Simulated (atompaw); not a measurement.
**Chlorine: generating and testing a PAW (atompaw) potential**

Do these settings give a usable potential? It is generated, then checked for scattering, ghosts and hardness.

Method: atompaw 4.2.0.5, LDA (PW92), non-relativistic.

## Step 1: The design

Typed settings, in words:

```
element                 : chlorine (Cl, Z = 17)
type                    : PAW
frozen core             : [Ne]
valence charge          : 7
reference configuration : 3s2 3p4 (charge +1)
partial waves           : 3s (bound): rc 1.15 bohr; 3s channel at -0.6 Ry: rc 1.15 bohr; 3p (bound): rc 1.15 bohr; 3p channel at 2.4 Ry: rc 1.15 bohr; 3d channel at 0.2 Ry: rc 1.15 bohr; 3d channel at 0.55 Ry: rc 1.15 bohr
local potential         : bessel scheme, radius 1.10 bohr
core correction         : smooth core density matched at 0.65 bohr
augmentation charge     : sinc compensation charge, radius 0.90 bohr; PAW radius 1.15 bohr; waves and projectors: custom rrkj gramschmidtortho
```

The outer shells as boxes (Hund's rule for the drawing; the calculation is spin-unpolarised):

```
[Ne] core
3s [↑↓]
3p [↑↓][↑ ][↑ ]
```

The nodes and maxima of the atom's own shells, from an earlier all-electron run, set the scale for the radii.

All-electron outer shells of the reference configuration (LDA (PW92), non-relativistic, ld1.x):

| shell | level (eV) | outermost node (bohr) | outermost maximum (bohr) |
| --- | --- | --- | --- |
| 2p | -204.39 | – | 0.30 |
| 3s | -31.88 | 0.56 | 1.27 |
| 3p | -19.52 | 0.53 | 1.39 |
| 3d | -4.11 | – | 2.18 |

## Step 2: The generation run

File Cl.input:

```
Cl 17
LDA-PW loggrid 1500 logderivrange -4 5 226
3 3 0 0 0 0
3 1 4
0 0 0
c
c
v
c
v
2
1.15 0.90 1.10 0.65
y
-0.6
n
y
2.4
n
y
0.2
y
0.55
n
custom rrkj gramschmidtortho sinc
bessel
1.15
1.15
1.15
1.15
1.15
1.15
PWSCFOUT
UPFDX 0.0125d0 UPFXMIN -7.d0 UPFZMESH 17.d0
END
```

Launch:

```sh
$ atompaw < Cl.input > Cl.log
```

Q: Predict the outcome of this session. Wanted: cutoffs for 10 and 1 mRy, occupied levels; bound ghosts; largest phase difference near zero energy, channels read; lowest eigenvalue of the overlap; share of valence orbitals outside the PAW sphere; UPF file.

**Answer**, as computed:

| quantity | value |
| --- | --- |
| cutoffs for 10 and 1 mRy, occupied levels | 30 Ry and 70 Ry |
| bound ghosts | none found |
| largest phase difference near zero energy, channels read | 0.000 rad |
| lowest eigenvalue of the overlap (Bessel basis) | 0.525 (s) |
| share of valence orbitals outside the PAW sphere | 3s 72 %, 3p 79 % |
| UPF file | written |

**Reading.** The potential is soft on the atom at that tolerance: the looser tolerance needs 30 Ry. It is free of bound ghosts as far as tested. Near zero energy the phases of the channels with partial waves agree within 0.001 rad. All of this concerns the isolated atom, not yet a solid.
